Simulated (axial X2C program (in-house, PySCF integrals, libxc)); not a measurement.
**A two-component session on CoCl⁺: EOM-EA-CCSD levels**

Aim: EOM-EA-CCSD levels of CoCl⁺, with spin–orbit coupling in the Hamiltonian from the start.

Method: two-component X2C with atomic mean-field terms, Co dyall-acv3z, Cl dyall-av3z; program: an in-house X2C program for linear molecules on PySCF integrals.

All values are calculated.

### 1 Input

The input, task.json:

```json
{
 "zs": [
  27,
  17
 ],
 "q": 1,
 "bas": [
  "dyall-acv3z",
  "dyall-av3z"
 ],
 "r0": 2.1,
 "eom": "ea",
 "thr": -2.0,
 "nmax": 92,
 "grid": [
  1,
  0.96,
  1.045,
  0.92,
  1.09,
  1.15
 ]
}
```

Keys: zs atomic numbers; q charge; bas basis sets; r0 starting distance in Å; eom kind of EOM run; thr threshold in hartree for freezing inner shells (an s shell follows its p shell); nmax most natural virtual spinors; grid distances as factors.

The run is started by

```sh
python soeom.py task.json out
```

After this run come: EOM-EA-CCSD at 2.024 Å.

**Question.** What will these runs give? Wanted: next root led by one particle; T1 of the reference.

As calculated:

```
                     quantity                            value
       lowest root at 2.024 Å               Ω = 1/2, 17.087 eV
next root led by one particle  Ω = 3/2, about 2750 cm⁻¹ higher
          T1 of the reference                            0.130
```

What this shows: The added electron is bound by 17.09 eV in a spinor of 28% Co dσ, 28% Co dπ, 19% Cl pπ. Errors of 0.1 to 0.3 eV are usual at this size, and roots led by higher excitations are left out, so the list is incomplete, and low states of that kind can be missing. T1 or the largest double amplitude of the reference is raised, which lowers the reliability.
